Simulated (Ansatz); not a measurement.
# Cs4TePb4Br11: the cost of one run

Method: DFT, PBE, plane-wave PAW, default files, scalar-relativistic, in Ansatz 0.2.0.

1 further run of the same task is left out (it didn't finish).

## 1. The starting structure

The structure is tetragonal, space group I4/mmm (No. 139). The conventional cell has a = 11.740 Å, b = 11.740 Å, c = 11.740 Å, α = 90.00°, β = 90.00°, γ = 90.00°. Cs (site symmetry m2m) is surrounded by 1 Te at 4.15 Å and 11 Br at 4.15 Å. Pb (site symmetry 4mm) has 5 Br at 2.93 to 2.94 Å and 1 Te at 2.94 Å as nearest neighbours. Pb (site symmetry -4m2) is surrounded by 6 Br at 2.94 Å. Te (site symmetry 4/mmm) is surrounded by 2 Pb at 2.94 Å and 4 Cs at 4.15 Å. Br (site symmetry mmm) has 2 Pb at 2.93 to 2.94 Å and 4 Cs at 4.15 Å as nearest neighbours. Around Br (site symmetry 4/mmm) lie 2 Pb at 2.93 to 2.94 Å and 4 Cs at 4.15 Å. Br (site symmetry m) has 2 Pb at 2.94 Å and 4 Cs at 4.15 Å as nearest neighbours.

As a file:

```cif
data_structure
_symmetry_space_group_name_H-M 'I4/mmm'
_symmetry_Int_Tables_number 139
_cell_length_a 11.7400
_cell_length_b 11.7400
_cell_length_c 11.7400
_cell_angle_alpha 90.000
_cell_angle_beta 90.000
_cell_angle_gamma 90.000
_cell_volume 1618.10
loop_
_atom_site_label
_atom_site_type_symbol
_atom_site_symmetry_multiplicity
_atom_site_Wyckoff_symbol
_atom_site_fract_x
_atom_site_fract_y
_atom_site_fract_z
_atom_site_occupancy
Cs1 Cs 8 h 0.75000 0.25000 0.50000 1
Pb1 Pb 4 e 0.50000 0.50000 0.75000 1
Pb2 Pb 4 d 0.00000 0.50000 0.75000 1
Te1 Te 2 a 0.50000 0.50000 0.50000 1
Br1 Br 4 c 0.50000 0.00000 0.00000 1
Br2 Br 2 b 0.50000 0.50000 0.00000 1
Br3 Br 16 n 0.50000 0.25000 0.75000 1
```

Atom 9 of the input is the impurity.

## 2. Gradients at the starting positions

Input file input.yaml:

```yaml
crystal:
  lattice:
    - [-5.87, 5.87, 5.87]
    - [5.87, -5.87, 5.87]
    - [5.87, 5.87, -5.87]
  atoms:
    - { symbol: Cs, position: [0.0, 0.0, 0.0] }
    - { symbol: Cs, position: [0.5, 0.5, 0.0] }
    - { symbol: Cs, position: [0.5, 0.0, 0.5] }
    - { symbol: Cs, position: [0.0, 0.5, 0.5] }
    - { symbol: Pb, position: [0.5, 0.5, 0.5] }
    - { symbol: Pb, position: [0.0, 0.0, 0.5] }
    - { symbol: Pb, position: [0.0, 0.5, 0.0] }
    - { symbol: Pb, position: [0.5, 0.0, 0.0] }
    - { symbol: Te, position: [0.5, 0.25, 0.25], spin: 1.0 }
    - { symbol: Br, position: [0.0, 0.75, 0.25] }
    - { symbol: Br, position: [0.0, 0.25, 0.75] }
    - { symbol: Br, position: [0.5, 0.75, 0.75] }
    - { symbol: Br, position: [0.25, 0.5, 0.25] }
    - { symbol: Br, position: [0.75, 0.0, 0.25] }
    - { symbol: Br, position: [0.75, 0.5, 0.75] }
    - { symbol: Br, position: [0.25, 0.0, 0.75] }
    - { symbol: Br, position: [0.25, 0.25, 0.5] }
    - { symbol: Br, position: [0.75, 0.75, 0.5] }
    - { symbol: Br, position: [0.75, 0.25, 0.0] }
    - { symbol: Br, position: [0.25, 0.75, 0.0] }
magnetization:
  spin_polarized: true
kpoints:
  mp_grid: { grid: [2, 2, 2] }
scf:
  occupations: { method: fermi_dirac, width: 0.01 }
hamiltonian:
  xc: pbe
  pseudopotentials: { kind: paw }
output:
  forces: true
  stress: true
  populations: true
  efg:
    quadrupole_moments_barn: { Cs: -0.00343, Br: 0.2579 }
    contact_densities: true
  write_density: true
  write_potential: true
  elf: true
  volumetric_format: npy
```

Launch:

```console
$ ansatz run input.yaml --threads 1 --pin off --max-ram 3072MiB --backend cpu --events-out ev --progress --plain --runs-dir out
```

What time and memory should one allow on 1 thread of Arm Neoverse V2, shared host?

About 1.9 min, with a peak of 1.7 GiB.
